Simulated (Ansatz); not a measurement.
# One shape, several levels: doublet GeSiH5Cl+

Wanted: a comparison of 6 runs (U-r2SCAN/cc-pVDZ, U-revPBE/cc-pVDZ, UBLYP/cc-pVDZ, UCAM-B3LYP/cc-pVDZ, UHSE06/cc-pVDZ, USVWN5/cc-pVDZ) of doublet GeSiH5Cl+. 

The calculation is run with Ansatz 0.2.0.

62 further runs of the same task are left out: 62 set aside as unsound or not needed.

## 1. Starting point

GeSiH5Cl+: 8 atoms, total charge +1, spin state doublet. As SMILES of the parent species, `Cl[SiH2][GeH3]`. Geometry: relaxed at PBE0-D4/def2-TZVP. That shape belongs to the parent species and isn't relaxed for this state.

Bond lengths: Cl1–Si2 2.062 Å, Si2–Ge3 2.377 Å, Si2–H4 1.484 Å, Si2–H5 1.484 Å, Ge3–H6 1.536 Å, Ge3–H7 1.538 Å, Ge3–H8 1.536 Å. Some angles: Cl1–Si2–Ge3 109.1°, Cl1–Si2–H4 107.8°, Cl1–Si2–H5 107.8°, Ge3–Si2–H4 111.5°, Ge3–Si2–H5 111.5°, Si2–Ge3–H6 110.0°, Si2–Ge3–H7 109.9°, Si2–Ge3–H8 110.0°, H4–Si2–H5 109.1°, H6–Ge3–H7 108.9°.

## 2. The energy at U-r2SCAN/cc-pVDZ (run 1)

molecule.yaml

```yaml
crystal:
  periodic: [false, false, false]
  atoms:
    - {symbol: Cl, position_ang: [-2.290300, 1.217200, -0.310600]}
    - {symbol: Si, position_ang: [-0.414100, 0.602600, -0.906900]}
    - {symbol: Ge, position_ang: [0.581500, -0.662200, 0.842700]}
    - {symbol: H, position_ang: [-0.573600, -0.206400, -2.140800]}
    - {symbol: H, position_ang: [0.380700, 1.815700, -1.222200]}
    - {symbol: H, position_ang: [0.711200, 0.201700, 2.106100]}
    - {symbol: H, position_ang: [1.981500, -1.135500, 0.415600]}
    - {symbol: H, position_ang: [-0.284600, -1.890300, 1.160200]}
basis:
  gaussian:
    orbitals: cc-pVDZ
total_charge: 1
magnetization:
  spin_polarized: true
  initial_magnetization: 1
hamiltonian:
  xc: {name: r2SCAN}
accuracy: high
output:
  orbitals: {seedname: orbitals}
```

Command:

```console
$ ansatz run molecule.yaml --threads 1 --pin off --max-ram 3480MiB --events-out events.jsonl --progress --plain --runs-dir runs
```

The program printed:

```text
Warning: RAYON_NUM_THREADS=1 ignored (pool sized by the plan → 1); use --threads N
Functional definition: r2SCAN
  name "r2SCAN"
  parameter k0 = 0.174
  parameter k1 = 0.065
  parameter a1 = 4.9479
  exchange = r2scan_x(k0 = k0, k1 = k1, a1 = a1)
  correlation = r2scan_c
2042 factors; integrals over basis functions are off by at most 4.4e-9 eV
mean field evaluation 1: about -76987.2393 eV, gradient 1.3e1 eV
mean field evaluation 2: about -76984.5498 eV, gradient 2.2e1 eV
mean field evaluation 4: about -76988.2999 eV, gradient 1.5e0 eV
mean field evaluation 8: about -76988.3070 eV, gradient 4.6e-2 eV
mean field evaluation 16: about -76988.3070 eV, gradient 6.8e-5 eV
mean field evaluation 32: about -76987.4989 eV, gradient 3.5e-1 eV
mean field -76988.30699862 eV, -2829.2680976506 hartree, gradient 8.0e-8 eV, S^2 0.753342; 3 other end points of the search recorded, 0 dependent functions left out
reference -76988.30700102 eV, -2829.2680977389 hartree; 34, 33 occupied and 54, 55 virtual orbitals, 2042 factors
Total energy: -76988.30700102 eV, -2829.2680977389 hartree
```

It took 48 s on 1 thread of Arm Neoverse V1, shared host; peak memory 0.48 GiB.

## 3. A single-point energy at U-revPBE/cc-pVDZ (run 2)

in.yaml

```yaml
crystal:
  periodic: [false, false, false]
  atoms:
    - symbol: Cl
      position_ang: [-2.290300, 1.217200, -0.310600]
    - symbol: Si
      position_ang: [-0.414100, 0.602600, -0.906900]
    - symbol: Ge
      position_ang: [0.581500, -0.662200, 0.842700]
    - symbol: H
      position_ang: [-0.573600, -0.206400, -2.140800]
    - symbol: H
      position_ang: [0.380700, 1.815700, -1.222200]
    - symbol: H
      position_ang: [0.711200, 0.201700, 2.106100]
    - symbol: H
      position_ang: [1.981500, -1.135500, 0.415600]
    - symbol: H
      position_ang: [-0.284600, -1.890300, 1.160200]
basis:
  gaussian: {orbitals: cc-pVDZ}
total_charge: 1
magnetization: {spin_polarized: true, initial_magnetization: 1}
hamiltonian: {xc: {name: revPBE}}
accuracy: high
output: {orbitals: {seedname: orbitals}}
```

Command:

```console
$ ansatz run in.yaml --threads 1 --pin off --max-ram 3480MiB --events-out events.jsonl --progress --plain --runs-dir runs
```

The program printed:

```text
Warning: RAYON_NUM_THREADS=1 ignored (pool sized by the plan → 1); use --threads N
Functional definition: revPBE
  name "revPBE"
  parameter kappa = 1.245
  parameter beta = 0.06672455060314922
  exchange = pbe_x(kappa = kappa, mu = beta*pi^2/3)
  correlation = pbe_c(beta = beta)
2042 factors; integrals over basis functions are off by at most 4.4e-9 eV
mean field evaluation 1: about -76980.5865 eV, gradient 1.5e1 eV
mean field evaluation 2: about -76975.8689 eV, gradient 2.7e1 eV
mean field evaluation 4: about -76982.0342 eV, gradient 2.2e0 eV
mean field evaluation 8: about -76982.0675 eV, gradient 1.2e-1 eV
mean field evaluation 16: about -76982.0676 eV, gradient 3.9e-5 eV
mean field evaluation 32: about -76981.9227 eV, gradient 1.1e0 eV
mean field -76982.06764112 eV, -2829.0388054916 hartree, gradient 3.8e-8 eV, S^2 0.751432; 5 other end points of the search recorded, 0 dependent functions left out
reference -76982.06764575 eV, -2829.0388056617 hartree; 34, 33 occupied and 54, 55 virtual orbitals, 2042 factors
Total energy: -76982.06764575 eV, -2829.0388056617 hartree
```

Wall time 21 s (1 thread of Arm Neoverse V1, shared host); peak memory 0.32 GiB.

Runs 3 to 5 aren't shown in full; the table further down has their settings and results.

## 4. A single-point energy at USVWN5/cc-pVDZ (run 6)

Changes to molecule.yaml since step 2:

```diff
@@ -19,5 +19,4 @@
 hamiltonian:
-  xc: {name: r2SCAN}
+  xc: {name: SVWN5}
 accuracy: high
-output:
-  orbitals: {seedname: orbitals}
+output: {orbitals: {seedname: orbitals}}
```

Command:

```console
$ ansatz run molecule.yaml --threads 1 --pin off --max-ram 3480MiB --events-out events.jsonl --progress --plain --runs-dir runs
```

The program printed:

```text
Warning: RAYON_NUM_THREADS=1 ignored (pool sized by the plan → 1); use --threads N
Functional definition: SVWN5
  name "SVWN5"
  exchange = slater_x
  correlation = vwn5_c
2042 factors; integrals over basis functions are off by at most 4.4e-9 eV
mean field evaluation 1: about -76829.7244 eV, gradient 1.6e1 eV
mean field evaluation 2: about -76825.4749 eV, gradient 2.6e1 eV
mean field evaluation 4: about -76831.3358 eV, gradient 2.4e0 eV
mean field evaluation 8: about -76831.3748 eV, gradient 1.2e-1 eV
mean field evaluation 16: about -76831.3749 eV, gradient 3.0e-5 eV
mean field evaluation 32: about -76830.8210 eV, gradient 4.9e0 eV
mean field -76831.37487724 eV, -2823.5009485620 hartree, gradient 5.5e-8 eV, S^2 0.750661; 5 other end points of the search recorded, 0 dependent functions left out
reference -76831.37488079 eV, -2823.5009486926 hartree; 34, 33 occupied and 54, 55 virtual orbitals, 2042 factors
Total energy: -76831.37488079 eV, -2823.5009486926 hartree
```

Run time: 11 s. Hardware: 1 thread of Arm Neoverse V1, shared host; peak memory 0.29 GiB.

## 5. Overview of the runs

```csv
run,level,energy (Eh),HOMO energy (eV),LUMO energy (eV),⟨S²⟩,wall time
1,U-r2SCAN/cc-pVDZ,-2829.268098,-13.58,-12.75,0.753,48 s
2,U-revPBE/cc-pVDZ,-2829.038806,-13.24,-12.64,0.751,21 s
3,UBLYP/cc-pVDZ,-2829.376474,-13.11,-12.54,0.751,22 s
4,UCAM-B3LYP/cc-pVDZ,-2829.461509,-15.87,-11.17,0.756,32 s
5,UHSE06/cc-pVDZ,-2828.783982,-14.18,-12.49,0.754,29 s
6,USVWN5/cc-pVDZ,-2823.500949,-13.26,-12.83,0.751,11 s
```

## 6. Outcome

| quantity | value |
| --- | --- |
| run 6: total energy | -2823.50095 Eh |
| run 6: HOMO energy (highest over α and β) | -13.26 eV |
| run 6: LUMO energy (lowest over α and β) | -12.83 eV |
| run 6: ⟨S²⟩ | 0.751 |

In words: Totals of different functionals can't be ranked against each other. All runs together took 2.7 min, the longest 48 s.
